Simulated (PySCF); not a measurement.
# Br6Sn ([SnBr6]2-): the cost of one run

The runs use PySCF 2.14.0, with density-fitted response routines of our own; the level of theory stands in each step. All values are computed, except where a source is named. Atoms are numbered from 0 throughout.

**1. The molecule as given**

7 atoms, charge -2, multiplicity 1; geometry from: GFN2-xTB. The atoms were then displaced at random by about 0.03 Å, so the start is not that level's minimum.

Bonds of the start (Å): Sn0–Br1 2.76, Sn0–Br2 2.82, Sn0–Br3 2.82, Sn0–Br4 2.85, Sn0–Br5 2.87, Sn0–Br6 2.71.

**2. Optimising the geometry at PBE0-D3(BJ)/def2-SVP**

Job settings and geometry (Å):

```
{"job": {"xc": "PBE0", "basis": "def2-SVP", "d3": "d3bj", "grid": 1, "maxiter": 40, "shake": 0.03, "kind": "geom"}, "charge": -2, "multiplicity": 1}
Sn     0.061190    -0.076500     0.011970
Br    -0.030730    -0.022570     2.770370
Br    -0.047310     0.002110    -2.801940
Br     2.877300     0.012490     0.002380
Br    -2.784430    -0.025740    -0.044900
Br    -0.017120     2.791500     0.001210
Br     0.032970    -2.783300    -0.007650
```

Command:

```bash
$ OMP_NUM_THREADS=1 python probes_run.py task.json out
```

The driver reads the jobs from task.json and runs them one after another.

**Question.** How long does this first job take on 1 thread of AMD EPYC 7R43, shared host, and how much memory does it need?

About 7.5 min, with a peak of 2 GiB.
